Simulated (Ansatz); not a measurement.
# Li: response to strain

Li is deformed so: zz strain of -3 %. What stress and forces result, by LAPW, PAW and all-electron datasets made for the crystal?

Program: Ansatz 0.2.0. Level of theory: DFT PBEsol, scalar-relativistic. These are calculated values, not measurements.

### Step 1. The structure to begin with

Symmetry: R-3m, No. 166, trigonal system. The conventional cell has a = 3.101 Å, b = 3.101 Å, c = 22.765 Å, α = 90.00°, β = 90.00°, γ = 120.00°. Around Li (site symmetry -3m) lie 12 Li at 3.10 Å. Around Li (site symmetry 3m) lie 12 Li at 3.09 to 3.10 Å.

Coordinates:

```cif
data_structure
_symmetry_space_group_name_H-M 'R-3m:H'
_symmetry_Int_Tables_number 166
_cell_length_a 3.1010
_cell_length_b 3.1010
_cell_length_c 22.7649
_cell_angle_alpha 90.000
_cell_angle_beta 90.000
_cell_angle_gamma 120.000
_cell_volume 189.58
loop_
_atom_site_label
_atom_site_type_symbol
_atom_site_symmetry_multiplicity
_atom_site_Wyckoff_symbol
_atom_site_fract_x
_atom_site_fract_y
_atom_site_fract_z
_atom_site_occupancy
Li1 Li 3 a 0.00000 0.00000 0.00000 1
Li2 Li 6 c 0.33333 0.66667 0.88867 1
```

The file gives the conventional cell by its symmetry; the runs use the cell typed in the input.

Atoms are numbered in the order of the input: Li1, Li2, Li3.

### Step 2. After the deformation

Space group R-3m before, R-3m after.

### Step 3. Full-potential LAPW

The input, input.yaml:

```yaml
crystal:
  lattice:
    - [1.5504989657, 0.8951809952, 7.360651]
    - [-1.5504989657, 0.8951809952, 7.360651]
    - [0.0, -1.7903619905, 7.360651]
  atoms:
    - { symbol: Li, position: [0.0, 0.0, 0.0] }
    - { symbol: Li, position: [0.222, 0.222, 0.222] }
    - { symbol: Li, position: [0.778, 0.778, 0.778] }
kpoints:
  mp_grid: { grid: [12, 12, 12] }
  band_path:
    path:
      - [0.0, 0.0, 0.0]
      - [0.5, 0.5, 0.5]
      - [0.8234728547, 0.1765271453, 0.5]
      - [0.5, -0.1765271453, 0.1765271453]
      - [0.5, 0.0, 0.0]
      - [0.0, 0.0, 0.0]
      - [0.3382635726, -0.3382635726, 0.0]
      - [0.6617364274, 0.0, 0.3382635726]
      - [0.5, 0.0, 0.5]
    npoints: 5
scf:
  occupations: { method: fermi_dirac, width: 0.05 }
hamiltonian:
  xc: pbesol
  pseudopotentials: { kind: all_electron, lapw: { basis_error: 0.001 } }
output:
  forces: true
  stress: true
  eigenvalues: true
```

On the command line:

```console
$ ansatz run input.yaml --threads 1 --pin off --max-ram 6144MiB --backend cpu --events-out ev --progress --plain --runs-dir out
```

### Step 4. PAW with frozen cores

The input, input.yaml:

```yaml
crystal:
  lattice:
    - [1.5504989657, 0.8951809952, 7.360651]
    - [-1.5504989657, 0.8951809952, 7.360651]
    - [0.0, -1.7903619905, 7.360651]
  atoms:
    - { symbol: Li, position: [0.0, 0.0, 0.0] }
    - { symbol: Li, position: [0.222, 0.222, 0.222] }
    - { symbol: Li, position: [0.778, 0.778, 0.778] }
kpoints:
  mp_grid: { grid: [12, 12, 12] }
scf:
  occupations: { method: fermi_dirac, width: 0.05 }
hamiltonian:
  xc: pbesol
  pseudopotentials: { kind: paw }
output:
  forces: true
  stress: true
  eigenvalues: true
  efg: { contact_densities: true }
```

### Step 5. All-electron PAW on datasets made for the crystal

Changes to input.yaml since step 4:

```diff
@@ -15,3 +15,3 @@
   xc: pbesol
-  pseudopotentials: { kind: paw }
+  pseudopotentials: { kind: all_electron, datasets: crystal }
 output:
```

(Steps that only read results are left out.)

Before running it: what results should come out? Wanted: pressure; largest shear or deviatoric stress.

**Answer**, as computed:

| quantity | value |
| --- | --- |
| pressure | LAPW -0.16, PAW -0.16, crystal datasets -0.16 GPa |
| largest shear or deviatoric stress (LAPW) | 0.33 GPa |

**Reading.** The largest part of the stress beyond the pressure is 0.33 GPa in size, in the zz component; the atoms are carried along and not relaxed. No run of the undeformed cell stands beside it, so the pressure holds what the given cell had before the change. PAW: stress within 0.01 GPa of LAPW. Crystal datasets: stress within 0.01 GPa of LAPW.
